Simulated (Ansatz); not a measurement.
# FH₂SSb, SMILES [F][SbH][SH]: a relaxed scan of one distance

With Ansatz 0.2.0, Python API.

The cells in order, each with its output:

```python
import ansatz as az
import numpy as np
```

```python
GEOMETRY = """
F    -1.09960   -0.86430    1.19940
Sb   -0.56710   -0.88360   -0.72180
S     1.63960   -0.05670   -0.15030
H    -1.06910    0.76670   -1.01540
H     1.14600    0.96420    0.64670
"""

molecule = az.Crystal.molecule()
for line in GEOMETRY.strip().splitlines():
    symbol, *xyz = line.split()
    molecule = molecule.atom(symbol, [float(v) for v in xyz])
```

```python
setup = (
    molecule.calculation()
    .basis(gaussian="def2-SVP")
    .functional("pbe", dispersion="d4")
)
symbols = [site.symbol for site in molecule.cartesian_sites]
pairs = [(0, 1), (1, 2), (1, 3), (2, 4)]
print("held (A)   E (eV)        ", "  ".join(f"{symbols[i]}{i}-{symbols[j]}{j}" for i, j in pairs))
for length in [1.61, 1.75, 1.89, 2.1, 2.36]:
    summary = setup.relax(constraints=[az.DistanceConstraint((1, 3), at=length)], force_tolerance=0.02, max_steps=60).run(threads=1, backend="cpu").report
    xyz = np.array(summary["positions_ang"])
    print(f"{length:6.2f} {summary['free_energy_ev']:14.5f}  ", "  ".join(f"{np.linalg.norm(xyz[i] - xyz[j]):.3f}" for i, j in pairs))
```

    held (A)   E (eV)         F0-Sb1  Sb1-S2  Sb1-H3  S2-H4
    DeckWarning: relax.constraints: the input's atoms, or those drawn, lie off the distances that are held; a relaxation that starts there is brought onto them ahead of its first SCF, by positions alone, an atom by 6.99e-2 Å at the most. With the symmetry detection on, the symmetry is detected on the input's atoms as so brought (as typed, where only the drawn atoms reach the distances), and notices that speak of the structure as typed mean those atoms
      1.61   -20110.25423   1.972  2.462  1.610  1.363
      1.75   -20110.39618   1.970  2.463  1.750  1.362
      1.89   -20110.29409   1.968  2.461  1.890  1.362
      2.10   -20109.92166   1.965  2.461  2.100  1.362
      2.36   -20109.33184   1.962  2.457  2.360  1.363

What to keep in mind:
- Total energies depend on the basis set; only differences at equal settings carry meaning.
- Warnings are shown shortened and without file and line.
- The energies are electronic: no zero-point or thermal terms, and the basis set is short of its limit.
- def2 sets replace the cores of elements past krypton by effective core potentials.
- Timing: 68 s on 1 thread of Arm Neoverse V2, with other jobs on the host, peak memory 0.21 GiB.
